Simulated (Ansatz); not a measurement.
I need a geometry optimisation of C3H4BCl, SMILES BC#CCCl. Use Ansatz's Python interface. Settings: r2SCAN, def2-SVP basis, multiplicity 1.

```
atom    x (Å)    y (Å)    z (Å)
   B   2.3545  -0.1562   0.0594
   C   0.8285  -0.0297  -0.0185
   C  -0.3713   0.0695  -0.0794
   C  -1.8276   0.1903  -0.1539
  Cl  -2.5719  -0.7910   1.1289
   H   2.8437  -0.9653   0.7671
   H   3.0401   0.5972  -0.5383
   H  -2.1178   1.2529  -0.0217
   H  -2.1783  -0.1679  -1.1436
```

The script, `run_opt.py`:
```python
"""Geometry optimisation of C3H4BCl."""

import itertools

import ansatz as az
from ase.data import atomic_numbers, covalent_radii
import numpy as np

GEOMETRY = """
B     2.35450   -0.15620    0.05940
C     0.82850   -0.02970   -0.01850
C    -0.37130    0.06950   -0.07940
C    -1.82760    0.19030   -0.15390
Cl   -2.57190   -0.79100    1.12890
H     2.84370   -0.96530    0.76710
H     3.04010    0.59720   -0.53830
H    -2.11780    1.25290   -0.02170
H    -2.17830   -0.16790   -1.14360
"""

c3h4bcl = az.Crystal.molecule()
for line in GEOMETRY.strip().splitlines():
    symbol, *xyz = line.split()
    c3h4bcl = c3h4bcl.atom(symbol, [float(v) for v in xyz])

model = (
    c3h4bcl.calculation()
    .basis(gaussian="def2-SVP")
    .functional("r2scan")
)
symbols = [site.symbol for site in c3h4bcl.cartesian_sites]
start = np.array([site.position_ang for site in c3h4bcl.cartesian_sites], dtype=float)
summary = model.relax(force_tolerance=0.005).run(threads=1).report
end = np.array(summary["positions_ang"])

print("reference energy %16.6f eV" % summary["reference_energy_ev"])
print("total energy     %16.6f eV" % summary["free_energy_ev"])
print("occupied orbitals outside the frozen core (up, down):", summary["n_occupied"], " frozen:", summary["n_frozen"], " virtual:", summary["n_virtual"])

# pairs closer than 1.2 times the sum of covalent radii, before or after
radius = [covalent_radii[atomic_numbers[s]] for s in symbols]
span = lambda where, i, j: np.linalg.norm(where[i] - where[j])
bonded = [(i, j) for i, j in itertools.combinations(range(len(symbols)), 2) if min(span(start, i, j), span(end, i, j)) < 1.2 * (radius[i] + radius[j])]
print("pair        before    after (A)")
for i, j in bonded:
    print(f"{symbols[i]}{i}-{symbols[j]}{j}".ljust(10), f"{span(start, i, j):8.4f} {span(end, i, j):8.4f}")
```

Output of `python run_opt.py`:
```text
reference energy    -16362.733222 eV
total energy        -16362.733222 eV
occupied orbitals outside the frozen core (up, down): [22, 22]  frozen: 0  virtual: [72, 72]
pair        before    after (A)
B0-C1        1.5332   1.4990
B0-H5        1.1810   1.2065
B0-H6        1.1811   1.2069
C1-C2        1.2054   1.2301
C2-C3        1.4632   1.4366
C3-Cl4       1.7783   1.8169
C3-H7        1.1094   1.1014
C3-H8        1.1094   1.1013
```

Reading the output:
- Total energies depend on the basis set; only differences at equal settings carry meaning.
- The end point is the stationary point reached from this start; no frequency run checks that it is a minimum, and the basis set is modest.
- It ran for 49 s on 1 thread of Intel(R) Xeon(R) Platinum 8259CL CPU @ 2.50GHz (Skylake/Cascade Lake) (shared host), peak memory 0.22 GiB.
